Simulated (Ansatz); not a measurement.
# CH₆F₂Si₂: basis-set convergence

How large a basis does CH₆F₂Si₂ need? Two functionals are run in growing sets.

Method: one geometry, several basis sets; program: Ansatz 0.2.0, Gaussian basis.

The runs, in order: PBE0-D4/def2-SVP; ωB97M-V/def2-SVP; PBE0-D4/def2-QZVPP; ωB97M-V/def2-QZVPP; the functionals' def2-TZVPP values are taken from earlier runs.

## Step 1: Structure used throughout

An earlier PBE0-D4/def2-TZVP relaxation fixed the geometry.

SMILES `C[SiH2][SiH](F)F`, 11 atoms, charge 0, spin multiplicity 1.

Atoms are counted from 1 here; the program's logs count them from 0.

Bond lengths: C1–Si2 1.873 Å, C1–H6 1.092 Å, C1–H7 1.092 Å, C1–H8 1.092 Å, Si2–Si3 2.343 Å, Si2–H9 1.490 Å, Si2–H10 1.490 Å, Si3–F4 1.597 Å, Si3–F5 1.597 Å, Si3–H11 1.483 Å. Angles: Si2–C1–H6 110.6°, Si2–C1–H7 110.7°, Si2–C1–H8 110.6°, H6–C1–H7 108.3°, H6–C1–H8 108.2°, H7–C1–H8 108.3°, C1–Si2–Si3 110.8°, C1–Si2–H9 111.4°, C1–Si2–H10 111.4°, Si3–Si2–H9 107.7°, Si3–Si2–H10 107.7°, H9–Si2–H10 107.9°, Si2–Si3–F4 109.4°, Si2–Si3–F5 109.4°, Si2–Si3–H11 117.1°, F4–Si3–F5 106.4°, F4–Si3–H11 107.0°, F5–Si3–H11 107.0°.

## Step 2: PBE0-D4 in def2-SVP

in.yaml

```yaml
crystal:
  periodic: [false, false, false]
  atoms:
    - {symbol: C, position_ang: [-1.072620, 1.156887, 0.698278]}
    - {symbol: Si, position_ang: [0.477113, 0.106322, 0.760530]}
    - {symbol: Si, position_ang: [0.689190, -1.177548, -1.188184]}
    - {symbol: F, position_ang: [-0.602940, -2.100494, -1.358259]}
    - {symbol: F, position_ang: [0.723281, -0.210980, -2.458983]}
    - {symbol: H, position_ang: [-1.959781, 0.527526, 0.604023]}
    - {symbol: H, position_ang: [-1.169825, 1.754041, 1.607273]}
    - {symbol: H, position_ang: [-1.042855, 1.835028, -0.156868]}
    - {symbol: H, position_ang: [0.451479, -0.830737, 1.918232]}
    - {symbol: H, position_ang: [1.699540, 0.948931, 0.881731]}
    - {symbol: H, position_ang: [1.872817, -2.065976, -1.287173]}
basis:
  gaussian: {orbitals: def2-SVP}
hamiltonian: {xc: pbe0, dispersion: d4}
output: {orbitals: {seedname: orbitals}}
```

Started as:

```console
> ansatz run in.yaml --threads 4 --pin off --events-out ev --progress --plain --max-ram 10444MiB
```

Further steps of the session: ωB97M-V in def2-SVP; PBE0-D4 in def2-QZVPP; ωB97M-V in def2-QZVPP.

**Question.** What will the summary of the whole plan be? Wanted: PBE0-D4: double and triple zeta above quadruple; ωB97M-V: double and triple zeta above quadruple.

**Answer**, as computed:

```
                                       quantity           value
PBE0-D4: double and triple zeta above quadruple  14.90, 0.92 eV
ωB97M-V: double and triple zeta above quadruple  15.09, 0.86 eV
```

What this shows: PBE0-D4 gains 13.98 eV from double to triple zeta, then 0.92 eV more. These are total energies; as a rule much of such shifts cancels in differences, which this series doesn't test. The LUMO of ωB97M-V is positive and keeps falling with the basis (1.86 to 0.99 eV): an unbound level that the basis holds in place.
